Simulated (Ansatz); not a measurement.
# Ga2SnO4: the cost of one run

Computed with Ansatz 0.2.0 (DFT PBE, scalar-relativistic, plane waves, PAW, unless a step names another level, unless a step's input says otherwise).

2 further runs of the same task are left out: 2 that didn't finish.

## Step 1: The starting structure

It takes space group P1 (No. 1, triclinic). Conventional cell: a = 5.238 Å, b = 5.252 Å, c = 5.287 Å, α = 65.35°, β = 63.80°, γ = 65.64°. Ga (site symmetry 1) has 4 O at 1.83 to 1.90 Å as nearest neighbours. Ga (site symmetry 1) is surrounded by 4 O at 1.84 to 1.93 Å. Sn (site symmetry 1) has 3 O at 2.17 to 2.21 Å as nearest neighbours. O (site symmetry 1) is surrounded by 2 Ga at 1.83 to 1.84 Å. O (site symmetry 1) has 2 Ga at 1.87 to 1.90 Å and 1 Sn at 2.17 Å as nearest neighbours. Around O (site symmetry 1) lie 2 Ga at 1.86 to 1.93 Å and 1 Sn at 2.18 Å. O (site symmetry 1) has 2 Ga at 1.86 to 1.89 Å and 1 Sn at 2.21 Å as nearest neighbours.

Coordinates:

```
CELL_PARAMETERS angstrom
5.25186 0.00391 0.02653
2.15713 4.77369 -0.00917
2.18069 1.58458 4.54781
ATOMIC_POSITIONS crystal
Ga 0.38158 0.39805 0.10414
Ga 0.62578 0.66769 0.34810
Sn 0.16196 0.06651 0.84727
O 0.57535 0.33831 0.35278
O 0.48935 0.68360 0.73119
O 0.40156 0.02731 0.12101
O 0.01216 0.67703 0.17759
```

It came out lowest among 19 distinct ends of the trial cells. At a tolerance of 0.02 Å it has space group P1 (No. 1).

## Step 2: Tight relaxation for the response runs, on the response runs' mesh and smearing

File input.yaml:

```yaml
crystal:
  lattice:
    - [5.251855006, 0.0039125366, 0.0265332354]
    - [2.1571336676, 4.7736907731, -0.0091661874]
    - [2.180690254, 1.5845788906, 4.5478098163]
  atoms:
    - { symbol: Ga, position: [0.3815833579, 0.3980497765, 0.1041354629] }
    - { symbol: Ga, position: [0.6257835674, 0.6676940846, 0.3480976538] }
    - { symbol: Sn, position: [0.1619551162, 0.0665095852, 0.8472745831] }
    - { symbol: O, position: [0.5753481384, 0.3383083912, 0.3527815324] }
    - { symbol: O, position: [0.4893487221, 0.6836024058, 0.7311935228] }
    - { symbol: O, position: [0.4015592536, 0.0273072579, 0.1210149601] }
    - { symbol: O, position: [0.0121567144, 0.6770313288, 0.177586055] }
basis:
  ecutwfc: 420
kpoints:
  mp_grid: { grid: [6, 6, 6] }
hamiltonian:
  xc: pbe
scf:
  occupations: { method: fixed }
output:
  forces: true
  stress: true
  eigenvalues: true
  write_density: true
  write_potential: true
  elf: true
  volumetric_format: npy
relax:
  adjacent_minimum: "off"
  f_tol: 0.001
  max_steps: 60
  cell: { stress_tol: 0.01 }
```

Started as:

```
ansatz run input.yaml --threads 3 --pin off --max-ram 7680MiB --backend cpu --events-out ev --progress --plain --runs-dir out
```

**Question.** How long does this run take on 3 threads of Intel Xeon 6975P-C (Granite Rapids), shared host, and how much memory does it need?

About 83 s, with a peak of 0.72 GiB.
